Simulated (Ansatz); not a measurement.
# Mn3Al: the cost of one run

Method: DFT PBEsol, scalar-relativistic, plane waves, PAW, in Ansatz 0.2.0.

4 further runs of the same task are left out: 3 that didn't finish, 1 set aside as unsound or not needed.

## Step 1: The starting structure

It takes space group Fm-3m (No. 225, cubic). Conventional cell: a = 5.711 Å, b = 5.711 Å, c = 5.711 Å, α = 90.00°, β = 90.00°, γ = 90.00°. Mn (site symmetry -43m) is surrounded by 4 Al at 2.47 Å and 4 Mn at 2.47 Å. Mn (site symmetry m-3m) has 8 Mn at 2.47 Å as nearest neighbours. Al (site symmetry m-3m) is surrounded by 8 Mn at 2.47 Å.

As a file:

```cif
data_structure
_symmetry_space_group_name_H-M 'P 1'
_symmetry_Int_Tables_number 1
_cell_length_a 4.0380
_cell_length_b 4.0380
_cell_length_c 4.0380
_cell_angle_alpha 60.000
_cell_angle_beta 60.000
_cell_angle_gamma 60.000
_cell_volume 46.56
loop_
_atom_site_label
_atom_site_type_symbol
_atom_site_fract_x
_atom_site_fract_y
_atom_site_fract_z
_atom_site_occupancy
Mn1 Mn 0.75000 0.75000 0.75000 1
Mn2 Mn 0.25000 0.25000 0.25000 1
Mn3 Mn 0.00000 0.00000 0.00000 1
Al1 Al 0.50000 0.50000 0.50000 1
```

It goes back to an entry of the Materials Project, which need not be the stable form.

It is the result of an earlier relaxation at this level (volume 11.64 Å³/atom; gap on the mesh: none (metal), site moments up to 1.0 μB).

## Step 2: The cell under PBEsol

The input, input.yaml:

```yaml
crystal:
  lattice:
    - [0.0, 2.8552769679, 2.8552769679]
    - [2.8552769679, 0.0, 2.8552769679]
    - [2.8552769679, 2.8552769679, 0.0]
  atoms:
    - { symbol: Mn, position: [0.75, 0.75, 0.75], spin: 1.1 }
    - { symbol: Mn, position: [0.25, 0.25, 0.25], spin: 1.1 }
    - { symbol: Mn, position: [0.0, 0.0, 0.0], spin: 0.94 }
    - { symbol: Al, position: [0.5, 0.5, 0.5] }
basis:
  ecutwfc: 420
kpoints:
  mp_grid: { grid: [12, 12, 12] }
hamiltonian:
  xc: pbesol
scf:
  occupations: { method: gaussian, width: 0.1 }
output:
  forces: true
  stress: true
  eigenvalues: true
  populations: true
  write_density: true
  write_potential: true
  elf: true
  volumetric_format: npy
magnetization:
  spin_polarized: true
relax:
  adjacent_minimum: "off"
  f_tol: 0.005
  max_steps: 50
  cell: { stress_tol: 0.05 }
```

The run is started by

```bash
ansatz run input.yaml --threads 1 --pin off --max-ram 2560MiB --backend cpu --events-out ev --progress --plain --runs-dir out
```

What time and memory should one allow on 1 thread of AMD EPYC 7R43 (Zen 3), shared host?

About 63 s, with a peak of 0.53 GiB.
